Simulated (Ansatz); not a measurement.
# Sb: pressure against volume

An exercise on one series of results from a longer session: the logs are not shown, and one member is left open.

Method: DFT PBEsol, scalar-relativistic, in Ansatz 0.2.0.

## The starting structure

The structure is cubic, space group Fm-3m (No. 225). The conventional cell has a = 4.610 Å, b = 4.610 Å, c = 4.610 Å, α = 90.00°, β = 90.00°, γ = 90.00°. Sb (site symmetry m-3m) is surrounded by 12 Sb at 3.26 Å.

As a file:

```
Sb
1.0
     0.00000    2.30500    2.30500
     2.30500    0.00000    2.30500
     2.30500    2.30500    0.00000
Sb
1
Direct
  0.00000 0.00000 0.00000
```

The first run:

input.yaml reads:

```yaml
crystal:
  lattice:
    - [0.0, 2.2738475325, 2.2738475325]
    - [2.2738475325, 0.0, 2.2738475325]
    - [2.2738475325, 2.2738475325, 0.0]
  atoms:
    - { symbol: Sb, position: [0.0, 0.0, 0.0] }
kpoints:
  mp_grid: { grid: [14, 14, 14] }
  band_path:
    path:
      - [0.0, 0.0, 0.0]
      - [0.5, 0.0, 0.5]
      - [0.625, 0.25, 0.625]
      - [0.375, 0.375, 0.75]
      - [0.0, 0.0, 0.0]
      - [0.5, 0.5, 0.5]
      - [0.5, 0.25, 0.75]
      - [0.5, 0.0, 0.5]
    npoints: 5
scf:
  occupations: { method: fermi_dirac, width: 0.03 }
hamiltonian:
  xc: pbesol
  pseudopotentials: { kind: all_electron, lapw: { basis_error: 0.00025 } }
output:
  forces: true
  stress: true
  eigenvalues: true
```

The run is started by

```bash
> ansatz run input.yaml --threads 1 --pin off --max-ram 3072MiB --backend cpu --events-out ev --progress --plain --runs-dir out
```

Among the steps run: Volume × 0.96, LAPW; Volume × 0.96, PAW; Volume × 0.96, crystal datasets; Volume × 0.99, LAPW; Volume × 0.99, PAW; Volume × 0.99, crystal datasets; Volume × 1.02, LAPW; Volume × 1.02, PAW; Volume × 1.02, crystal datasets; Volume × 1.06, LAPW; Volume × 1.06, PAW; Volume × 1.06, crystal datasets.

One of the session's tables, all rows but one given; the rest of the session is left out.

It belongs to the step «The equation of state». 

```
          method  volume (Å³/atom)  pressure (GPa)
            LAPW            23.513            9.17
            LAPW            24.248            6.04
            LAPW            24.983            3.38
            LAPW            25.963            0.50
             PAW            23.513            9.15
             PAW            24.248            6.03
             PAW            24.983            3.37
             PAW            25.963            0.49
crystal datasets            23.513            9.17
crystal datasets            24.248               ?
crystal datasets            24.983            3.38
crystal datasets            25.963            0.50
```

**Question.** Estimate the row for crystal datasets, 24.248.

**Answer.** pressure (GPa): 6.05. In the column «pressure (GPa)» it lies between LAPW, 24.248 (6.04) and PAW, 23.513 (9.15).

To keep in mind: Warnings in the runs' records: gradients without spin orbit, crystal datasets made.
